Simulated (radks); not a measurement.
# Ba inside a hard spherical wall

What does compression do to the levels of Ba? A hard sphere of shrinking radius stands in for pressure; the configuration is held at [Xe] 6s2.

Program: radks (a radial shooting solver on a logarithmic mesh, Libxc functionals) version 1. Level of theory: scalar-relativistic Kohn-Sham, PBE, spin-polarised, spherical densities, point nucleus. These are calculated values, not measurements, unless marked.

## (1) What is computed

* element: barium (Z = 56)
* charge: 0
* electrons: 56
* configuration: [Xe] 6s2

Outer shells as boxes (Hund's rule):

Ba
```
[Xe] core
6s [↑↓]
```

## (2) The free atom

Settings of this run:

```text
Z 56
configuration [Xe] 6s2 5d0 6p0 7s0
relativity scalar-relativistic
functional pbe,pbe
spin polarised
nucleus point
c 137.035999084
```

## (3) Wall at 20 bohr

Input: that of step 2 with these lines changed.

```diff
@@ -6,2 +6,3 @@
 nucleus point
+wall 20 bohr
 c 137.035999084
```

## (4) Wall at 15 bohr

Input: that of step 3 with these lines changed.

```diff
@@ -6,3 +6,3 @@
 nucleus point
-wall 20 bohr
+wall 15 bohr
 c 137.035999084
```

## (5) Wall at 10 bohr

Input: that of step 4 with these lines changed.

```diff
@@ -6,3 +6,3 @@
 nucleus point
-wall 15 bohr
+wall 10 bohr
 c 137.035999084
```

## (6) Wall at 8 bohr

Input: that of step 5 with these lines changed.

```diff
@@ -6,3 +6,3 @@
 nucleus point
-wall 10 bohr
+wall 8 bohr
 c 137.035999084
```

## (7) Wall at 7 bohr

Input: that of step 6 with these lines changed.

```diff
@@ -6,3 +6,3 @@
 nucleus point
-wall 8 bohr
+wall 7 bohr
 c 137.035999084
```

## (8) Wall at 6 bohr

Input: that of step 7 with these lines changed.

```diff
@@ -6,3 +6,3 @@
 nucleus point
-wall 7 bohr
+wall 6 bohr
 c 137.035999084
```

## (9) Wall at 4 bohr

Input: that of step 8 with these lines changed.

```diff
@@ -6,3 +6,3 @@
 nucleus point
-wall 6 bohr
+wall 4 bohr
 c 137.035999084
```

## (10) Wall at 3 bohr

Input: that of step 9 with these lines changed.

```diff
@@ -6,3 +6,3 @@
 nucleus point
-wall 4 bohr
+wall 3 bohr
 c 137.035999084
```

## (11) Wall at 2.5 bohr

Input: that of step 10 with these lines changed.

```diff
@@ -6,3 +6,3 @@
 nucleus point
-wall 3 bohr
+wall 2.5 bohr
 c 137.035999084
```

## (12) Wall at 2 bohr

Input: that of step 11 with these lines changed.

```diff
@@ -6,3 +6,3 @@
 nucleus point
-wall 2.5 bohr
+wall 2 bohr
 c 137.035999084
```

Q: Predict the outcome of this session. Wanted: for each run, R; E − E(free); ε(6s); ε(5d, empty); ε(6p, empty); ε(7s, empty); pressure.

**Answer**, as computed:

```tsv
R (bohr)	E − E(free) (eV)	ε(6s) (eV)	ε(5d, empty) (eV)	ε(6p, empty) (eV)	ε(7s, empty) (eV)	pressure (GPa)
free	0.000	-3.230	-2.019	-1.243	-	0
20	0.000	-3.230	-2.018	-1.242	0.022	< 0.0001
15	0.002	-3.224	-2.011	-1.217	0.461	0.000680
10	0.173	-2.967	-1.740	-0.688	3.318	0.128
8	0.941	-2.213	-1.082	0.592	7.887	1.06
7	2.178	-1.233	-0.362	2.145	12.671	3.23
6	5.148	0.803	0.921	5.213	21.249	10.9
4	38.519	18.452	9.835	28.467	75.484	248
3	147.71	61.778	29.951	78.828	177.05	2128
2.5	329.98	120.00	57.030	142.92	298.08	7802
2	838.65	253.19	120.84	284.72	553.53	36790
```

**Reading.** Eigenvalues are for spin up. At the tightest wall, 2 bohr, the energy stands 838.65 eV above the free atom and the pressure, −dE/dV, is 36790 GPa. Of the levels in the table that exist at both ends, 6p (empty) rises most from the free atom (285.96 eV). From R = 6 bohr inwards the highest occupied level lies above zero, pushed up by confinement. Shells are not refilled when levels cross, and a hard wall is a model, not a crystal.
